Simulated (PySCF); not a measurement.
# RbO: bond curves at several levels of theory

Aim: find the lowest electronic state of RbO, scan its bond at several levels of theory, and get bond length, wavenumber and dissociation energy from each curve.

The runs use PySCF 2.14.0; Rb jorge-DZP-DKH, O jorge-DZP-DKH, spin-free X2C with a Gaussian nucleus.

## 1. Set-up

Settings of the job:

| Quantity | Value |
| --- | --- |
| atoms | Rb, O |
| charge | 0 |
| basis | Rb jorge-DZP-DKH, O jorge-DZP-DKH |
| Hamiltonian | spin-free X2C with a Gaussian nucleus |
| basis functions | 51 |
| electrons treated | 45 |
| masses in u | 84.9118, 15.9949 |
| levels | PBE0, PBE, r²SCAN, LDA, PBEsol, BLYP, LC-ωPBE, HF, MP2, SCS-MP2, CCSD, CCSD(T) |
| grid | 80 radial by 434 angular points |
| occupations | held fixed by the projection of orbital angular momentum |
| dissociation limit | Rb + O, each in its ground configuration |
| starting distance in angstrom | 2.660 |
| values of 2S to try | 1, 3 |

On the command line:

```
$ OMP_NUM_THREADS=1 python dia.py task.json out
```

After this run come: First curve: PBE0; Excited determinants; PBE (GGA); r²SCAN; LDA; PBEsol (GGA); BLYP (GGA); LC-ωPBE (range-separated hybrid); UHF; MP2 and coupled cluster.

Before running it: what results should come out? Wanted: for each run, Re; ωe; De; μ.

As calculated:

Lowest PBE0 solution found, without spin–orbit coupling: ²Π (doublet), unpaired electrons π ↑. State 2 has its PBE0 minimum 0.06 eV higher. The other levels ran on the lowest alone.

| level | Re (Å) | ωe (cm⁻¹) | De (eV) | μ (D) |
| --- | --- | --- | --- | --- |
| UHF | 2.452 | 365 | 0.68 | -9.99 |
| UHF-MP2 | 2.449 | 356 | 1.91 | n/a |
| UHF-SCS-MP2 | 2.453 | 356 | 1.87 | n/a |
| UHF-CCSD | 2.456 | 354 | 1.80 | n/a |
| UHF-CCSD(T) | 2.457 | 352 | 1.82 | n/a |
| LDA | 2.360 | 372 | 3.00 | -7.26 |
| PBE | 2.423 | 337 | 2.61 | -7.41 |
| PBEsol | 2.389 | 356 | 2.72 | -7.43 |
| BLYP | 2.452 | 325 | 2.56 | -7.30 |
| r²SCAN | 2.411 | 359 | 2.54 | -8.34 |
| PBE0 | 2.395 | 367 | 2.32 | -8.51 |
| LC-ωPBE | 2.386 | 383 | 2.53 | -9.10 |

De is counted to Rb + O in their ground configurations. A positive dipole means Rb(−)O(+).

Differences from CCSD(T) in the same basis:

| level | Re (mÅ) | ωe (%) |
| --- | --- | --- |
| UHF | -5 | +3.6 |
| UHF-MP2 | -7 | +1.3 |
| UHF-SCS-MP2 | -3 | +1.1 |
| UHF-CCSD | 0 | +0.6 |
| LDA | -97 | +5.8 |
| PBE | -34 | -4.1 |
| PBEsol | -68 | +1.2 |
| BLYP | -5 | -7.8 |
| r²SCAN | -46 | +2.0 |
| PBE0 | -61 | +4.4 |
| LC-ωPBE | -71 | +8.9 |

Judged by CCSD(T) in the same basis: best bond length UHF-CCSD (0 mÅ), worst LDA (-97 mÅ); best wavenumber UHF-CCSD (+0.6 %), worst LC-ωPBE (+8.9 %). Hartree–Fock falls on the short and stiff side, its usual fault. CCSD(T) in a basis this small is itself some way from its limit, more so than the functionals. Of the levels with a De here, UHF gives the least (0.68 eV) and LDA the most (3.00 eV).

Correlated steps freeze 10 core orbitals. Spin–orbit coupling is left out.
